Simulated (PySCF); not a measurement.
# H8O4Pr (Pr(H2O)43+): the cost of one run

The runs use PySCF 2.14.0; PBE0, Pr lcecp-1-SVP with ECP48, O def2-SVP, H def2-SVP; scalar-relativistic core potentials, no spin–orbit coupling.

1 further run of the same task is left out (for a known fault of the program).

### 1 The system as given

13 atoms, charge 3, spin multiplicity 1.

Bond lengths: Pr1–O2 2.535 Å, Pr1–O5 2.535 Å, Pr1–O8 2.535 Å, Pr1–O11 2.535 Å, O2–H3 0.970 Å, O2–H4 0.970 Å, O5–H6 0.970 Å, O5–H7 0.970 Å, O8–H9 0.970 Å, O8–H10 0.970 Å, O11–H12 0.970 Å, O11–H13 0.970 Å. Angles: O2–Pr1–O5 109.5°, O2–Pr1–O8 109.5°, O2–Pr1–O11 109.5°, O5–Pr1–O8 109.5°, O5–Pr1–O11 109.5°, O8–Pr1–O11 109.5°, Pr1–O2–H3 127.5°, Pr1–O2–H4 127.5°, H3–O2–H4 105.1°, Pr1–O5–H6 127.5°, Pr1–O5–H7 127.5°, H6–O5–H7 105.1°, Pr1–O8–H9 127.5°, Pr1–O8–H10 127.5°, H9–O8–H10 105.1°, Pr1–O11–H12 127.5°, Pr1–O11–H13 127.5°, H12–O11–H13 105.1°.

As a file:

```
Pr    0.00000    0.00000    0.00000
O     1.46360    1.46360    1.46360
H     1.80420    1.25970    2.34870
H     1.80420    2.34870    1.25970
O    -1.46360   -1.46360    1.46360
H    -1.80420   -1.25970    2.34870
H    -1.80420   -2.34870    1.25970
O     1.46360   -1.46360   -1.46360
H     1.80420   -2.34870   -1.25970
H     1.80420   -1.25970   -2.34870
O    -1.46360    1.46360   -1.46360
H    -1.80420    2.34870   -1.25970
H    -1.80420    1.25970   -2.34870
```

Formal oxidation states: Pr +3. Each metal's 2 4f electrons lie in its core potential, so multiplicities, spins and levels count the valence alone.

### 2 SCF at the start, singlet

Input file run.py (the lines that set the calculation):

```python
mol = gto.M(atom='''
Pr     0.00000     0.00000     0.00000
O      1.46360     1.46360     1.46360
H      1.80420     1.25970     2.34870
H      1.80420     2.34870     1.25970
O     -1.46360    -1.46360     1.46360
H     -1.80420    -1.25970     2.34870
H     -1.80420    -2.34870     1.25970
O      1.46360    -1.46360    -1.46360
H      1.80420    -2.34870    -1.25970
H      1.80420    -1.25970    -2.34870
O     -1.46360     1.46360    -1.46360
H     -1.80420     2.34870    -1.25970
H     -1.80420     1.25970    -2.34870''',
    basis={'Pr': 'lcecp-1-SVP', 'O': 'def2-SVP', 'H': 'def2-SVP'},
    ecp={'Pr': 'lcecp-1-SVP'},
    charge=3, spin=0)
mf = dft.RKS(mol, xc='PBE0')
mf.grids.atom_grid = (50, 194)  # f atoms: unpruned, at least (60, 302)
mf = mf.density_fit()  # fitting sets: Pr AutoAux, O def2-universal-JKFIT, H def2-universal-JKFIT
mf.conv_tol = 1e-08; mf.max_cycle = 55
mf.kernel(dm0)  # dm0: free metal ions and neutral atoms
```

Started as:

```bash
> OMP_NUM_THREADS=2 python run.py
```

What time and memory should one allow on 2 threads of Arm Neoverse V1, shared host?

About 6 s, with a peak of 0.81 GiB.
